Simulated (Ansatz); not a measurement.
# Al2F4H4N2: how energies converge with the basis set

The task here is to estimate one member of a computed series from the others.

The runs use Ansatz 0.2.0, Gaussian basis; one geometry, several basis sets.

Plan: PBE0-D4/def2-SVP; ωB97M-V/def2-SVP; PBE0-D4/def2-QZVPP; ωB97M-V/def2-QZVPP; the functionals' def2-TZVPP values are taken from earlier runs.

**Structure used throughout**

All runs share one geometry, relaxed beforehand with PBE0-D4 in a triple-zeta def2 set.

SMILES `[F][Al-]1([F])[NH2+][Al-]([F])([F])[NH2+]1`, 12 atoms, charge 0, spin multiplicity 1.

Atoms are counted from 1 here; the program's logs count them from 0.

Bond lengths: F1–Al2 1.651 Å, Al2–F3 1.651 Å, Al2–N4 1.927 Å, Al2–N8 1.927 Å, N4–Al5 1.927 Å, N4–H9 1.015 Å, N4–H10 1.015 Å, Al5–F6 1.651 Å, Al5–F7 1.651 Å, Al5–N8 1.927 Å, N8–H11 1.015 Å, N8–H12 1.015 Å. Angles: F1–Al2–F3 121.2°, F1–Al2–N4 110.5°, F1–Al2–N8 110.5°, F3–Al2–N4 110.5°, F3–Al2–N8 110.5°, N4–Al2–N8 88.9°, Al2–N4–Al5 91.1°, Al2–N4–H9 114.6°, Al2–N4–H10 114.6°, Al5–N4–H9 114.6°, Al5–N4–H10 114.6°, H9–N4–H10 107.1°, N4–Al5–F6 110.5°, N4–Al5–F7 110.5°, N4–Al5–N8 88.9°, F6–Al5–F7 121.2°, F6–Al5–N8 110.5°, F7–Al5–N8 110.5° and more.

The first run:

The input, in.yaml:

```yaml
crystal:
  periodic: [false, false, false]
  atoms:
    - {symbol: F, position_ang: [0.684704, -0.728197, 2.417923]}
    - {symbol: Al, position_ang: [0.936927, -0.624987, 0.789761]}
    - {symbol: F, position_ang: [2.292998, -1.258252, 0.093209]}
    - {symbol: N, position_ang: [0.638467, 1.175940, 0.173176]}
    - {symbol: Al, position_ang: [-0.937061, 0.625011, -0.789599]}
    - {symbol: F, position_ang: [-2.292438, 1.257714, -0.091160]}
    - {symbol: F, position_ang: [-0.686588, 0.729263, -2.417951]}
    - {symbol: N, position_ang: [-0.638081, -1.176097, -0.173766]}
    - {symbol: H, position_ang: [0.467751, 1.851813, 0.910656]}
    - {symbol: H, position_ang: [1.379786, 1.551212, -0.409421]}
    - {symbol: H, position_ang: [-1.379425, -1.551746, 0.408571]}
    - {symbol: H, position_ang: [-0.467040, -1.851684, -0.911419]}
basis:
  gaussian: {orbitals: def2-SVP}
hamiltonian: {xc: pbe0, dispersion: d4}
output: {orbitals: {seedname: orbitals}}
```

The run is started by

```bash
> ansatz run in.yaml --threads 4 --pin off --events-out ev --progress --plain --max-ram 11315MiB
```

Among the steps run: PBE0-D4 in def2-SVP; ωB97M-V in def2-SVP; PBE0-D4 in def2-QZVPP; ωB97M-V in def2-QZVPP.

One of the session's tables, all rows but one given; the rest of the session is left out.

It belongs to the step «Functionals by basis». 

| functional | basis | HOMO (eV) |
| --- | --- | --- |
| PBE0-D4 | def2-SVP | -9.93 |
| PBE0-D4 | def2-TZVPP | ? |
| PBE0-D4 | def2-QZVPP | -10.06 |
| ωB97M-V | def2-SVP | -12.28 |
| ωB97M-V | def2-TZVPP | -12.39 |
| ωB97M-V | def2-QZVPP | -12.44 |

Estimate the missing values for PBE0-D4, def2-TZVPP.

The run gave: HOMO (eV): -10.03. In the column «HOMO (eV)» it lies between PBE0-D4, def2-QZVPP (-10.06) and PBE0-D4, def2-SVP (-9.93).
